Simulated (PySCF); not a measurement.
# A diatomic session: BeF−

One table from this session's results is given with a row withheld; the runs are named, their logs left out.

Method: Be def2-SVPD, F def2-SVPD, no relativity; program: PySCF 2.14.0.

1 further run of the same task is left out (set aside as unsound or not needed).

Set-up of the first run:

The job is set up so:

```yaml
atoms: Be, F
charge: -1
basis: Be def2-SVPD, F def2-SVPD
Hamiltonian: no relativity
basis_functions: 35
electrons_treated: 14
masses_in_u: 9.0122, 18.9984
levels: PBE0, PBE, r²SCAN, revPBE, M06-L, BHandHLYP, HF, MP2, SCS-MP2, CCSD, CCSD(T)
grid: 80 radial by 434 angular points
occupations: held fixed by the projection of orbital angular momentum
dissociation_limit: Be + F−, each in its ground configuration
starting_distance_in_angstrom: 1.675
values_of_2S_to_try: 0, 2
```

Launch:

```console
> OMP_NUM_THREADS=1 python dia.py task.json out
```

Among the steps run: The job; First curve: PBE0; PBE; r²SCAN (meta-GGA); revPBE (GGA); M06-L; BHandHLYP (global hybrid GGA); RHF; Adding correlation.

One table of the session follows, with a row left open; its other results are not shown here.

It belongs to the step «The curves together». Energy (eV) from each level's lowest point:

| R (Å) | RHF | RHF-MP2 | RHF-SCS-MP2 | RHF-CCSD | RHF-CCSD(T) |
| --- | --- | --- | --- | --- | --- |
| 1.262 | 0.685 | 0.816 | 0.813 | n/a | n/a |
| 1.321 | 0.294 | 0.386 | 0.384 | 0.388 | 0.398 |
| 1.380 | 0.083 | 0.138 | 0.136 | 0.138 | 0.144 |
| 1.424 | 0.013 | 0.040 | 0.039 | 0.040 | 0.043 |
| 1.468 | 0.000 | 0.000 | 0.000 | 0.000 | 0.000 |
| 1.512 | 0.031 | 0.005 | 0.005 | 0.005 | 0.002 |
| 1.571 | 0.122 | 0.063 | 0.065 | 0.064 | 0.057 |
| 1.644 | ? | ? | ? | ? | ? |
| 1.732 | 0.537 | 0.397 | 0.401 | 0.400 | 0.382 |
| 1.850 | 0.892 | 0.703 | 0.708 | n/a | n/a |

Q: Estimate the row for R (Å) = 1.644 from the others.

Worked estimate for «RHF». A straight line through the neighbours (1.571, 0.122) and (1.732, 0.537) gives 0.122 + (0.537 − 0.122) × (1.644 − 1.571) / (1.732 − 1.571) = 0.310; a parabola fitted to 4 rows on both sides gives 0.298.

The run gave: RHF: 0.291; RHF-MP2: 0.193; RHF-SCS-MP2: 0.195; RHF-CCSD: 0.195; RHF-CCSD(T): 0.182. In «RHF» the line misses by +0.019 and the parabola by +0.007.
